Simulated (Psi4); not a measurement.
# triplet SiH4O4 at 4 levels

We compute a comparison of 4 runs (U-wB97M-V/def2-SVP, UB2PLYP/def2-SVP, UB3LYP/def2-SVP, UBHLYP/def2-SVP) of triplet SiH4O4. 

The results are computed with Psi4 1.11.

## (1) The structure to begin with

SiH4O4 has 9 atoms, charge 0, and is taken as a triplet. As SMILES of the parent species, `O[Si](O)(O)O`. Geometry: relaxed at PBE0-D4/def2-TZVP. This is one conformer, not always the lowest. That shape belongs to the parent species and isn't relaxed for this state.

Bond lengths: O1–Si2 1.631 Å, Si2–O3 1.631 Å, Si2–O4 1.631 Å, Si2–O5 1.631 Å, O1–H6 0.958 Å, O3–H7 0.958 Å, O4–H8 0.958 Å, O5–H9 0.958 Å. Angles: O1–Si2–O3 106.4°, O1–Si2–O4 115.8°, O1–Si2–O5 106.4°, O3–Si2–O4 106.4°, O3–Si2–O5 115.8°, O4–Si2–O5 106.4°, Si2–O1–H6 116.6°, Si2–O3–H7 116.6°, Si2–O4–H8 116.6°, Si2–O5–H9 116.6°.

## (2) The energy at U-wB97M-V/def2-SVP (run 1)

The input, h4o4si_ase.py:

```python
import numpy as np
from ase.calculators.psi4 import Psi4
from ase import Atoms

a = Atoms(['O', 'Si', 'O', 'O', 'O', 'H', 'H', 'H', 'H'], positions=[
    [-0.969050, 0.776350, -1.057560],
    [0.000010, 0.000030, -0.000040],
    [1.527610, 0.433680, -0.372150],
    [-0.043140, -1.629280, -0.059900],
    [-0.515400, 0.419370, 1.489460],
    [-0.639460, 0.869750, -1.952330],
    [2.226280, -0.135170, -0.046190],
    [-0.768040, -2.056130, 0.398680],
    [-0.818790, 1.321420, 1.600040],
])
calc = Psi4(atoms=a, method='wb97m-v', basis='def2-SVP', memory='2200MB', num_threads=1, charge=0, multiplicity=3, label='calc', reference='uks')
calc.psi4.set_options({'puream': True, 'e_convergence': 1e-09, 'd_convergence': 1e-08, 'scf_type': 'pk', 'dft_radial_points': 99, 'dft_spherical_points': 590, 'maxiter': 100})
a.calc = calc

print(f'energy: {a.get_potential_energy():.6f} eV')
```

Run with:

```sh
$ python h4o4si_ase.py
```

calc.dat:

```text
[...]
  Running in c1 symmetry.
[...]
  Nuclear repulsion =  269.977267005942508
[...]
  Multiplicity = 3
[...]
  Nalpha       = 26
  Nbeta        = 24
[...]
    Number of basis functions: 94
[...]
   @UKS iter   1:  -591.95547891408842   -2.81813e-01   8.70336e-03 DIIS/ADIIS
[...]
   @UKS iter  47:  -592.22676116309276    4.13820e-10   9.22970e-09 DIIS
[...]
   @S^2 Observed:                2.007884153E+00
[...]
  @UKS Final Energy:  -592.22676116309276
   => Energetics <=
    Nuclear Repulsion Energy =            269.9772670059425081
    One-Electron Energy =               -1353.6632102917747034
    Two-Electron Energy =                 533.2047023580254290
    DFT Exchange-Correlation Energy =     -41.9473563738202770
    Empirical Dispersion Energy =           0.0000000000000000
    VV10 Nonlocal Energy =                  0.2018361385344530
    Total Energy =                       -592.2267611630927604
[...]
 Multipole Moments:
 ------------------------------------------------------------------------------------
     Multipole            Electronic (a.u.)      Nuclear  (a.u.)        Total (a.u.)
 ------------------------------------------------------------------------------------
 L = 1.  Multiply by 2.5417464519 to convert [e a0] to [Debye]
 Dipole X            :          0.0134067           -0.0000323            0.0133743
 Dipole Y            :          0.0124651           -0.0002244            0.0122406
 Dipole Z            :          0.0138180            0.0003169            0.0141349
 Magnitude           :                                                    0.0229892
[...]
```

On the terminal:

```text
energy: -16115.311012 eV
```

It took 17 min on 1 thread of AMD EPYC 7R43 (Zen 3), shared host; peak memory 1.3 GiB.

## (3) The energy at UB2PLYP/def2-SVP (density fitting for correlation) (run 2)

The input, job.in:

```
memory 2200 mb

molecule molecule1 {
  0 3
  O     -0.969050     0.776350    -1.057560
  Si     0.000010     0.000030    -0.000040
  O      1.527610     0.433680    -0.372150
  O     -0.043140    -1.629280    -0.059900
  O     -0.515400     0.419370     1.489460
  H     -0.639460     0.869750    -1.952330
  H      2.226280    -0.135170    -0.046190
  H     -0.768040    -2.056130     0.398680
  H     -0.818790     1.321420     1.600040
  units angstrom
  symmetry c1
  no_reorient
  no_com
}

set {
  reference            uks
  puream               true
  e_convergence        1e-09
  d_convergence        1e-08
  scf_type             pk
  dft_radial_points    99
  dft_spherical_points 590
  num_frozen_docc      9
  maxiter              100
}

result, w = energy('b2plyp/def2-SVP', return_wfn=True)
print_variables()
```

Run with:

```sh
$ psi4 -n 1 job.in job.out
```

job.out:

```text
[...]
  Running in c1 symmetry.
[...]
  Nuclear repulsion =  269.977267005942565
[...]
  Multiplicity = 3
[...]
  Nalpha       = 26
  Nbeta        = 24
[...]
    Number of basis functions: 94
[...]
   @UKS iter   1:  -591.41146782220596   -2.55489e-01   8.54951e-03 ADIIS/DIIS
[...]
   @UKS iter  32:  -591.66856535843021   -8.75389e-12   5.90973e-09 DIIS
[...]
   @S^2 Observed:                2.016639126E+00
[...]
  @UKS Final Energy:  -591.66856535843021
   => Energetics <=
    Nuclear Repulsion Energy =            269.9772670059425650
    One-Electron Energy =               -1353.5330773333178058
    Two-Electron Energy =                 519.0748848173091119
    DFT Exchange-Correlation Energy =     -27.1876398483641033
    Empirical Dispersion Energy =           0.0000000000000000
    VV10 Nonlocal Energy =                  0.0000000000000000
    Total Energy =                       -591.6685653584302145
[...]
 Multipole Moments:
 ------------------------------------------------------------------------------------
     Multipole            Electronic (a.u.)      Nuclear  (a.u.)        Total (a.u.)
 ------------------------------------------------------------------------------------
 L = 1.  Multiply by 2.5417464519 to convert [e a0] to [Debye]
 Dipole X            :          0.0038616            0.0005480            0.0044096
 Dipole Y            :         -0.0000066            0.0023622            0.0023555
 Dipole Z            :          0.0091939           -0.0029480            0.0062460
 Magnitude           :                                                    0.0080003
[...]
```

Wall time 85 s (1 thread of AMD EPYC 7R43 (Zen 3), shared host); peak memory 0.9 GiB.

Run 3 isn't shown in full; the table further down has it.

## (4) Energy and forces at UBHLYP/def2-SVP (run 4)

The input, job.json:

```json
{
  "schema_name": "qcschema_input",
  "schema_version": 1,
  "molecule": {
    "schema_name": "qcschema_molecule",
    "schema_version": 2,
    "symbols": ["O", "Si", "O", "O", "O", "H", "H", "H", "H"],
    "geometry": [-1.8312391, 1.46708888, -1.99849876, 1.89e-05, 5.669e-05, -7.559e-05, 2.88676453, 0.81953643, -0.70326158, -0.08152279, -3.07889298, -0.11319459, -0.97396484, 0.79249444, 2.81467147, -1.20840427, 1.6435893, -3.689369, 4.20705948, -0.25543428, -0.08728645, -1.45138525, -3.88552258, 0.75339601, -1.54728885, 2.4971219, 3.02363739],
    "molecular_charge": 0,
    "molecular_multiplicity": 3,
    "fix_symmetry": "c1",
    "fix_com": true,
    "fix_orientation": true
  },
  "driver": "gradient",
  "model": {
    "method": "bhhlyp",
    "basis": "def2-SVP"
  },
  "keywords": {
    "reference": "uks",
    "puream": true,
    "e_convergence": 1e-09,
    "d_convergence": 1e-08,
    "scf_type": "pk",
    "dft_radial_points": 99,
    "dft_spherical_points": 590,
    "maxiter": 100,
    "scf_properties": ["QUADRUPOLE", "LOWDIN_CHARGES", "MAYER_INDICES"]
  }
}
```

Run with:

```sh
$ psi4 --qcschema job.json -n 1 --memory 2200MB
```

stdout:

```text
[...]
  Running in c1 symmetry.
[...]
  Nuclear repulsion =  269.977267110290256
[...]
  Multiplicity = 3
[...]
  Nalpha       = 26
  Nbeta        = 24
[...]
    Number of basis functions: 94
[...]
   @UKS iter   1:  -591.90836943834393   -2.26829e-01   8.81146e-03 DIIS/ADIIS
[...]
   @UKS iter  52:  -592.17997282365479   -4.32010e-12   4.29352e-09 DIIS
[...]
   @S^2 Observed:                2.015247229E+00
[...]
  @UKS Final Energy:  -592.17997282365479
   => Energetics <=
    Nuclear Repulsion Energy =            269.9772671102902564
    One-Electron Energy =               -1353.6867517373202645
    Two-Electron Energy =                 520.8744635812649904
    DFT Exchange-Correlation Energy =     -29.3449517778898112
    Empirical Dispersion Energy =           0.0000000000000000
    VV10 Nonlocal Energy =                  0.0000000000000000
    Total Energy =                       -592.1799728236547935
[...]
  -Total Gradient:
     Atom            X                  Y                   Z
    ------   -----------------  -----------------  -----------------
       1        0.019574264476     0.006206922634    -0.003651306259
       2       -0.001064435947    -0.005247149704    -0.003206450598
       3       -0.004071470854    -0.021421434368     0.014597561681
       4       -0.007712160900     0.007322891676     0.022867671305
       5       -0.000070157350     0.017046702220    -0.017264289115
       6       -0.007686070265    -0.008499031716     0.020972377810
       7       -0.019310089494     0.012884063713    -0.012304173073
       8        0.016261369077     0.015807228432    -0.017854348330
       9        0.004079255791    -0.024099747412    -0.004156398397
[...]
```

It took 2.5 min on 1 thread of AMD EPYC 7R43 (Zen 3), shared host; peak memory 0.89 GiB.

## (5) All runs side by side

```
run                                               level  frozen core orbitals  fitting correlation  energy (Eh)  dipole moment (D)  HOMO energy (eV)   ⟨S²⟩  wall time
  1                                  U-wB97M-V/def2-SVP                     0                    –  -592.226761               0.06             -2.40  2.008     17 min
  2  UB2PLYP/def2-SVP (density fitting for correlation)                     9      density fitting  -591.970875                  –             -1.33  2.017       85 s
  3                                     UB3LYP/def2-SVP                     0                    –  -592.383939               0.02             -1.15  2.005       77 s
  4                                     UBHLYP/def2-SVP                     0                    –  -592.179973               0.08             -1.45  2.015    2.5 min
```

## (6) What came out

| quantity | value |
| --- | --- |
| run 4: total energy | -592.17997 Eh |
| run 4: dipole moment | 0.08 D |
| run 4: HOMO energy (highest over α and β) | -1.45 eV |
| run 4: ⟨S²⟩ | 2.015 |
| run 4: largest force on an atom | 1.484 eV/Å |

**Reading.** Over runs 1, 3, 4 the dipole moment (its size) runs from 0.02 D (UB3LYP/def2-SVP) to 0.08 D (UBHLYP/def2-SVP). Totals of different functionals can't be ranked against each other. All runs together took 22 min, the longest 17 min.
